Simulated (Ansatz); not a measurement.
**The zinc atom: a ladder of functionals and wavefunction methods**

The task here is to estimate one member of a computed series from the others.

Method: functionals in def2-TZVPP, the program's frozen cores in correlated methods; program: Ansatz 0.2.0, Gaussian basis.

Levels to be run: LDA (SPW92), PBE, revPBE, BLYP, r2SCAN, B97M-V, PBE0, B3LYP, r2SCANh, r2SCAN0, HSE06, BHLYP, CAM-B3LYP, LC-ωPBE, ωB97X-V, ωB97M-V, B2PLYP, PBE-QIDH; CCSD(T)/def2-SVP; CCSD(T)/def2-TZVPP; CCSD(T)/def2-QZVPP; extrapolation to the limit; RPA on PBE.

## The atom

SMILES `[Zn]`, 1 atom, charge 0, spin multiplicity 1.

Set-up of the first run:

Contents of in.yaml:

```yaml
crystal:
  periodic: [false, false, false]
  atoms:
    - {symbol: Zn, position_ang: [0.000000, 0.000000, 0.000000]}
basis:
  gaussian: {orbitals: def2-TZVPP}
hamiltonian: {xc: lda}
output: {orbitals: {seedname: orbitals}}
```

Steps of the session up to this table: LDA; PBE (GGA); revPBE (GGA); BLYP (GGA); r2SCAN (meta-GGA); B97M-V (meta-GGA); PBE0 (hybrid); B3LYP (hybrid); r2SCANh (hybrid); r2SCAN0 (hybrid); HSE06 (hybrid); BHLYP (hybrid); CAM-B3LYP (range-separated); LC-ωPBE (range-separated); ωB97X-V (range-separated); ωB97M-V (range-separated); B2PLYP (double hybrid); PBE-QIDH (double hybrid).

One table of the session follows, with a row left open; its other results are not shown here.

It belongs to the step «Orbital energies across the functionals». Levels are read from the orbital files that the runs wrote:

```
 functional  HOMO (eV)  gap (eV)
LDA (SPW92)      -6.06      4.85
        PBE      -5.83      4.74
     revPBE      -5.75      4.70
       BLYP      -5.80      4.74
     r2SCAN      -6.07      5.32
     B97M-V      -5.77      4.69
       PBE0      -6.55      6.08
      B3LYP      -6.53      5.83
    r2SCANh      -6.34      5.79
    r2SCAN0          ?         ?
      HSE06      -6.14      5.32
      BHLYP      -7.24      7.34
  CAM-B3LYP      -7.85      8.14
    LC-ωPBE      -8.92     10.15
    ωB97X-V      -8.63      9.80
    ωB97M-V      -8.63      9.60
```

Estimate the missing values for r2SCAN0.

Worked estimate for «HOMO (eV)». Against the share of exact exchange, r2SCAN (0, -6.07), r2SCANh (0.1, -6.34) give a slope of -2.70 per unit share; at 0.25 the line stands at -6.74.

As computed: HOMO (eV): -6.75; gap (eV): 6.47. In «HOMO (eV)» the line misses by +0.01.
